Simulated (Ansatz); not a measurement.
**CH5InS: geometry and vibrations**

Aim: relax CH5InS from a cheap starting geometry, check the end point by its vibrations and derive ideal-gas thermochemistry.

The runs use Ansatz 0.2.0, Gaussian basis; RKS PBE0-D4/def2-TZVP.

Plan: relaxation at PBE0-D4/def2-TZVP; harmonic vibrations at the same level.

2 further runs of the same task are left out: 1 that didn't finish, 1 set aside as unsound or not needed.

## (1) Where the work starts

SMILES `C[S][InH2]`, 8 atoms, charge 0, spin multiplicity 1.

Atoms are counted from 1 here; the program's logs count them from 0.

Bond lengths: C1–S2 1.832 Å, C1–H4 1.086 Å, C1–H5 1.094 Å, C1–H6 1.085 Å, S2–In3 2.416 Å, In3–H7 1.739 Å, In3–H8 1.735 Å. Angles: S2–C1–H4 108.4°, S2–C1–H5 110.6°, S2–C1–H6 107.7°, H4–C1–H5 110.1°, H4–C1–H6 109.9°, H5–C1–H6 110.0°, C1–S2–In3 97.6°, S2–In3–H7 113.5°, S2–In3–H8 126.4°, H7–In3–H8 120.1°.

Geometry (Å):

```mol
CH5InS
  3D, bonds by distance, orders not assigned

  8  7  0  0  0  0  0  0  0  0999 V2000
   -0.7000    1.1444   -0.5094 C   0  0
   -1.2577   -0.1085    0.7050 S   0  0
    0.7471   -1.4573    0.7157 In  0  0
   -1.2877    1.0300   -1.4152 H   0  0
    0.3639    1.0177   -0.7320 H   0  0
   -0.8747    2.1241   -0.0767 H   0  0
    2.0249   -0.8083   -0.2692 H   0  0
    0.9843   -2.9420    1.5817 H   0  0
  1  2  8  0
  2  3  8  0
  1  4  8  0
  1  5  8  0
  1  6  8  0
  3  7  8  0
  3  8  8  0
M  END
```

The start is a GFN2-xTB geometry. In takes the def2 core potential; no spin-orbit term is included.

## (2) Relaxation at PBE0-D4/def2-TZVP

Contents of in.yaml:

```yaml
crystal:
  periodic: [false, false, false]
  atoms:
    - {symbol: C, position_ang: [-0.700040, 1.144430, -0.509380]}
    - {symbol: S, position_ang: [-1.257730, -0.108550, 0.705000]}
    - {symbol: In, position_ang: [0.747150, -1.457330, 0.715730]}
    - {symbol: H, position_ang: [-1.287690, 1.030010, -1.415180]}
    - {symbol: H, position_ang: [0.363890, 1.017670, -0.732050]}
    - {symbol: H, position_ang: [-0.874730, 2.124110, -0.076660]}
    - {symbol: H, position_ang: [2.024900, -0.808340, -0.269220]}
    - {symbol: H, position_ang: [0.984260, -2.942000, 1.581750]}
basis:
  gaussian: {orbitals: def2-TZVP}
hamiltonian: {xc: pbe0, dispersion: d4}
relax: {f_tol: 0.005, max_steps: 150}
```

The runs that follow: Harmonic vibrations.

Q: Predict the results of all the runs planned. Wanted: point group; shift from the start; total energy; dispersion term; dipole moment; lowest, highest wavenumber; zero-point energy.

**Answer**, as computed:

| quantity | value |
| --- | --- |
| point group | Cs |
| steps | 17 |
| shift from the start (rms) | 0.140 Å |
| total energy | -17123.7164 eV |
| dispersion term | -134 meV |
| dipole moment | 1.52 D |
| lowest, highest wavenumber | 49, 3153 cm⁻¹ |
| zero-point energy | 133.2 kJ/mol |
| entropy at 298.15 K | 337.2 J/(mol K) |

**Reading.** The relaxed geometry lies 0.14 Å (rms) from the start; the bond that changed most is S2–In3, from 2.416 to 2.375 Å. All wavenumbers are real, so the end point is a minimum. The stiffest mode, 3153 cm⁻¹, is a C–H stretch, and 2 modes under 200 cm⁻¹ make the vibrational entropy uncertain. Harmonic hybrid wavenumbers usually lie a few per cent above measured fundamentals. The largest Mulliken charge, +0.42 e, sits on In3.
